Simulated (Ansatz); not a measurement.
Predict the output of the script below (the Python package of Ansatz (0.2.0)).

Contents of `input.yaml`:
```yaml
crystal:
  periodic: [false, false, false]
  atoms:
    - { symbol: O, position_ang: [-1.7449, 0.2397, 0.3982] }
    - { symbol: In, position_ang: [-0.3169, -0.9624, 0.1867] }
    - { symbol: O, position_ang: [1.1151, -0.1054, 1.4601] }
    - { symbol: O, position_ang: [0.4837, -1.0319, -1.4542] }
    - { symbol: H, position_ang: [-1.398, 1.1095, 0.0032] }
    - { symbol: H, position_ang: [1.2854, 0.7757, 1.0141] }
    - { symbol: H, position_ang: [0.637, -0.0931, -1.654] }
basis:
  gaussian: { orbitals: def2-SVP }
hamiltonian:
  xc: pbe
output:
  forces: true
accuracy: medium
scf:
  lower_state_search: full
```

The script, `deck_h3ino3.py`:
```python
"""H3InO3 through the session interface."""

import ansatz as az
import numpy as np

session = az.Session.from_deck("input.yaml")
report = session.plan(threads=1).execute().report

print(f"E = {report['free_energy_ev']:.6f} eV = {report['free_energy_ev'] / 27.211386246:.7f} Ha")
print("converged:", report["converged"], " doubts:", report["published_state_doubts"] or "none")
symbols = ["O", "In", "O", "O", "H", "H", "H"]

print("forces (eV/A)")
for symbol, f in zip(symbols, report["forces_ev_ang"]):
    print(f"  {symbol:2s} {f[0]:9.4f} {f[1]:9.4f} {f[2]:9.4f}")
charges = report["charge_distribution"]
print("dipole moment", round(4.803205 * float(np.linalg.norm(charges["dipole_moment_e_ang"])), 3), "D")
print("Mulliken:", [(s, round(q, 3)) for s, q in zip(symbols, charges["mulliken_charges_e"])])
```

```console
$ python deck_h3ino3.py
E = -11350.656901 eV = -417.1289474 Ha
converged: True  doubts: none
forces (eV/A)
  O    -3.3368    3.4797   -0.0390
  In    1.3865   -0.3420    4.8432
  O     0.2762    0.1374    0.1008
  O     2.4022   -1.2068   -5.5112
  H    -0.6381   -1.3416    0.6491
  H    -0.2763   -0.9259    0.3161
  H     0.1861    0.1992   -0.3590
dipole moment 1.5 D
Mulliken: [('O', -0.437), ('In', 0.757), ('O', -0.442), ('O', -0.418), ('H', 0.194), ('H', 0.162), ('H', 0.185)]
```

Caveats:
- These settings explore the input space; basis and method may be short of convergence.
- The geometry is a force-field or estimated start, not a minimum of this method, and the basis set is short of its limit.
- Hardware and time: 3.3 s on 1 thread of Arm Neoverse V2, on a shared host, peak memory 0.17 GiB.
